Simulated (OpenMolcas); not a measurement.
# Rh⁺: CASSCF and CASPT2 terms and fine-structure levels

Aim: the low terms and levels of Rh⁺, with their order and spacing, then second-order correlation under several settings.

Program: OpenMolcas 26.06. Level of theory: state-averaged CASSCF and CASPT2, spin-orbit coupling by RASSI with atomic mean-field integrals. These are calculated values, not measurements, unless marked.

### Step 1. Starting point

```
Species                           : Rh⁺ (rhodium, Z = 45, 44 electrons)
Basis                             : ANO-RCC-VDZP [6s5p3d1f], 43 functions
Scalar Hamiltonian                : DKH2, point nucleus
Inactive shells                   : 1s 2s 2p 3s 3p 3d 4s 4p
Active space                      : 8 electrons in 5 orbitals (4d)
Some configurations of this space : 4d8
Orbitals                          : optimised for each spin and parity, averaged over all roots
```

Outer shells as boxes (Hund's rule):

4d8
```
4d [↑↓][↑↓][↑↓][↑ ][↑ ]
```

Each step is its own input file, run in one work folder so that later steps find the files of earlier ones. Labels, J, g values, rates, χT and fits are worked out afterwards by a script from the matrices that RASSI stores.

### Step 2. GATEWAY and SEWARD: basis and integrals

File a.inp:

```
&GATEWAY
Coord
1

Rh 0.0 0.0 0.0
Basis=ANO-RCC-VDZP
Group=XYZ
NoMove
AngMom=0.0 0.0 0.0
AMFI
&SEWARD
```

Run with:

```
$ OMP_NUM_THREADS=1 MOLCAS_MEM=1689 MOLCAS_PROJECT=a pymolcas a.inp > a.log
```

### Step 3. Reference wave functions, triplets of even parity, 10 roots

File a.inp:

```
&RASSCF
FileOrb=start.orb
Symmetry=1
Spin=3
nActEl=8 0 0
Inactive=9 9
Ras2=5 0
CIRoot=10 10 1
SDav=10
CIMx=300
Iter=120 100
PrWF=0.3
OrbListing=Nothing
MaxOrb=0
Atom
>>> COPY $Project.JobIph JOB001
```

start.orb holds the contracted functions of the basis, ordered by shell, or the orbitals of the step before.

### Step 4. Reference wave functions, singlets of even parity, 15 roots

File a.inp:

```
&RASSCF
FileOrb=start.orb
Symmetry=1
Spin=1
nActEl=8 0 0
Inactive=9 9
Ras2=5 0
CIRoot=15 15 1
SDav=15
CIMx=300
Iter=120 100
PrWF=0.3
OrbListing=Nothing
MaxOrb=0
Atom
>>> COPY $Project.JobIph JOB002
```

### Step 5. RASSI: spin-orbit coupling between the states

File a.inp:

```
&RASSI
NrOfJobIphs=2 10 15
1 2 3 4 5 6 7 8 9 10
1 2 3 4 5 6 7 8 9 10 11 12 13 14 15
IphNames
JOB001
JOB002
EJob
SpinOrbit
DIPRint=1.0
SOCoupling=1000.0
Subsets=2
MEES
Property=10
'ANGMOM' 1 'ANGMOM' 2 'ANGMOM' 3 'MLTPL  1' 1 'MLTPL  1' 2 'MLTPL  1' 3
'AMFI' 1 'AMFI' 2 'AMFI' 3 'MLTPL  2' 6
SOProperty=3
'ANGMOM' 1 'ANGMOM' 2 'ANGMOM' 3
```

### Step 6. CASPT2: IPEA 0.25, imaginary shift 0.1 (closed shells correlated: 4s 4p)

File a.inp:

```
>>> COPY JOB001 $Project.JobIph
&CASPT2
Multistate=10 1 2 3 4 5 6 7 8 9 10
Frozen=8 6
IPEA=0.25
Imaginary=0.1
MaxIter=60
WThr=0.0 0.3 0.05
PrWF=0.5
NoMix
>>> COPY JOB002 $Project.JobIph
&CASPT2
Multistate=15 1 2 3 4 5 6 7 8 9 10 11 12 13 14 15
Frozen=8 6
IPEA=0.25
Imaginary=0.1
MaxIter=60
WThr=0.0 0.3 0.05
PrWF=0.5
NoMix
```

### Step 7. CASPT2: IPEA 0.25, imaginary shift 0.1 (closed shells correlated: none)

Edit a.inp of step 6 so:

```diff
@@ -3,3 +3,3 @@
 Multistate=10 1 2 3 4 5 6 7 8 9 10
-Frozen=8 6
+Frozen=9 9
 IPEA=0.25
@@ -13,3 +13,3 @@
 Multistate=15 1 2 3 4 5 6 7 8 9 10 11 12 13 14 15
-Frozen=8 6
+Frozen=9 9
 IPEA=0.25
```

(Steps that only read results are left out.)

Q: Predict the outcome of this session. Wanted: lowest level; first excited level; lowest level of another term; spin-orbit lowering of the lowest level; strongest of the lines computed, by gA.

**Answer**, as computed:

```
                                                                                      quantity                                                                        value
                                                                                        method  SS-CASPT2, IPEA 0.25, imaginary shift 0.1 (closed shells correlated: 4s 4p)
                                                                                  lowest level                                       4d8 3F4, 100 % of that term, g = 1.249
                                                                   ground level listed by NIST                                                                          3F4
                                                                           first excited level                                                         4d8 3F3 at 2420 cm-1
                                                                  lowest level of another term                                                         4d8 1D2 at 9450 cm-1
                                                       spin-orbit lowering of the lowest level                                                                    1838 cm-1
strongest of the lines computed, by gA (one parity, so forbidden lines), at SS-CASPT2 energies                                4d8 1S0 → 4d8 3P1, 422.6 nm, A = 1.09e+01 s⁻¹
```

What each method costs and misses:

| method | time of its own steps | time with the reference | mean absolute difference from the measured levels (cm-1) |
| --- | --- | --- | --- |
| A. CASSCF | 9.7 s | 9.7 s | 2500 |
| B. SS-CASPT2, IPEA 0.25, imaginary shift 0.1, +4s 4p | 4.1 s | 14 s | 1400 |
| C. SS-CASPT2, IPEA 0.25, imaginary shift 0.1, +none | 2.6 s | 12 s | 1700 |

Times are of one thread on a shared host.

In words: The multiplet 3F is inverted; its intervals divided by the larger J differ by 40 % of their mean, where Landé's rule for pure LS coupling makes them equal. Second-order correlation (method B) scales the levels of the lowest configuration above 5000 cm⁻¹ by 0.81 to 0.90. Method B lies closest to the measured levels (1400 cm⁻¹ on average) and A farthest (2500). Only the configurations of the active space and the roots asked for are present. Measured levels are paired by their LS label, which is uncertain where the leading share is low. CASPT2 does not keep the components of a term degenerate, and the means are used. Levels of other configurations are missing from the list.
